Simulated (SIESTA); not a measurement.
## MoN2 under changes of volume

One of the cells (8.894 Å³/atom); the others are scaled copies at fixed shape and fractional positions:

```xyz
6
Lattice="4.3768 0.0000 0.0000 0.0000 4.3768 0.0000 0.0000 0.0000 2.7858" Properties=species:S:1:pos:R:3 pbc="T T T"
Mo    0.0000    0.0000    0.0000
Mo    2.1884    2.1884    0.0000
N     2.6771    3.8882    1.3929
N     1.6998    0.4887    1.3929
N     0.4887    2.6771    1.3929
N     3.8882    1.6998    1.3929
```

Measurements of this composition are mostly on another form, of space group No. 160.

| Property | Result |
| --- | --- |
| Program | SIESTA 5.4.2 |
| Functional | PBE |
| Potentials or basis | PseudoDojo 0.4 standard (PBE files) |
| Basis | DZP (energy shift 0.003 Ry; two zetas on semicore shells) |
| Grid cutoff | 800 Ry |
| Energy shift | 0.003 Ry |
| k mesh | 6 × 6 × 10 |
| Occupations | fermi-dirac, width 0.05 eV |
| Spin | no spin polarisation |

```tsv
volume (Å³/atom)	energy over the lowest point (meV/atom)	pressure (GPa)	largest force (eV/Å)
8.197	61.14	31.8	1.003
8.371	32.03	22.1	0.810
8.546	12.74	13.6	0.621
8.894	0.00	-1.4	0.262
9.069	?	?	?
9.243	16.40	-13.2	0.055
```

Question: What does the run at 9.069 Å³/atom give?

Answer: Energy over the lowest point 4.99 meV/atom; pressure -7.6 GPa; largest force 0.098 eV/Å.

Worked out: A Birch-Murnaghan fit of order 3 (a polynomial in V^(-2/3)) to the other rows has its minimum at 8.86 Å³/atom with B0 = V·E''(V) = 345 GPa and B' = 4.1 at fixed shape and positions, which overstates the stiffness. It gives 4.94 meV/atom at 9.069 Å³/atom, against the run's 4.99, and -dE/dV = -7.6 GPa, against -7.6.

Energies are extrapolated to zero smearing.

Caveats: the basis of atomic orbitals isn't converged, which shifts pressures, moduli and gaps; forces of over 1 eV/Å show positions far from the minimum, so gaps and moduli don't describe the material at rest (some runs).
